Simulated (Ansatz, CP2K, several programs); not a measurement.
Energy against volume for SnC3, ordered on the diamond lattice (P-4m2) with 4 atoms a cell, at fixed shape and fractional coordinates, computed by several methods (PBE and r2SCAN, where shown, with plane waves in Ansatz); the cell shown is that of r2SCAN. With free coordinates or axes held, a curve is too stiff, and on another method's shape its minimum isn't the method's own volume. It is tetragonal, P-4m2 (No. 115); conventional cell a = 2.979 Å, c = 4.644 Å, 10.30 Å³ an atom. C is surrounded by 2 C at 1.71 Å and 2 Sn at 2.11 Å; C is surrounded by 4 C at 1.71 Å; Sn is surrounded by 4 C at 2.11 Å and 4 Sn at 2.98 Å. These are computed values for a spin-unpolarised cell that may be hypothetical; none is a measurement. Energies count from each curve's lowest point; fits are third-order Birch-Murnaghan.

```
CELL_PARAMETERS angstrom
2.97889 0.00000 0.00000
0.00000 2.97889 0.00000
0.00000 0.00000 4.64352
ATOMIC_POSITIONS crystal
C 0.50000 0.00000 0.82036
C 0.50000 0.50000 0.00000
C 0.00000 0.50000 0.17964
Sn 0.00000 0.00000 0.50000
```

Question: PBE/SZV (CP2K), on the shape of the cell shown, gives
```csv
V (Å³/atom),E (meV/atom)
9.065,157.05
9.683,40.12
10.301,0.00
10.919,16.76
11.538,75.61
```
What equilibrium volume and bulk modulus follow?

Answer: V₀ = 10.40 Å³ an atom and B₀ = 234 GPa.

PBE/DZVP (CP2K), on the shape of the cell shown:
```csv
V (Å³/atom),E (meV/atom)
9.065,154.22
9.683,42.54
10.301,0.00
10.919,8.28
11.538,53.79
```
V₀ = 10.49 Å³ an atom and B₀ = 202 GPa.

PBE, on the shape of its own relaxed cell:
```
V (Å³/atom)  E (meV/atom)
      9.779         27.12
     10.091          6.42
     10.403          0.00
     10.715          5.75
     11.027         21.71
```
V₀ = 10.40 Å³ an atom and B₀ = 207 GPa.

r2SCAN, on the shape of its own relaxed cell:
```
V (Å³/atom)  E (meV/atom)
      9.683         28.48
      9.992          6.73
     10.301          0.00
     10.610          6.04
     10.919         22.94
```
V₀ = 10.30 Å³ an atom and B₀ = 220 GPa.

light PBE (260 eV and a coarse mesh), on the shape of the cell shown:

| V (Å³/atom) | E (meV/atom) |
| --- | --- |
| 9.477 | 65.32 |
| 9.889 | 19.38 |
| 10.301 | 6.64 |
| 10.713 | 0.00 |
| 11.125 | 34.87 |
| 11.538 | 65.18 |

The points scatter about the fit by more than 0.3 meV an atom, since at so low a cutoff the number of plane waves jumps with the volume, so no fit is quoted.
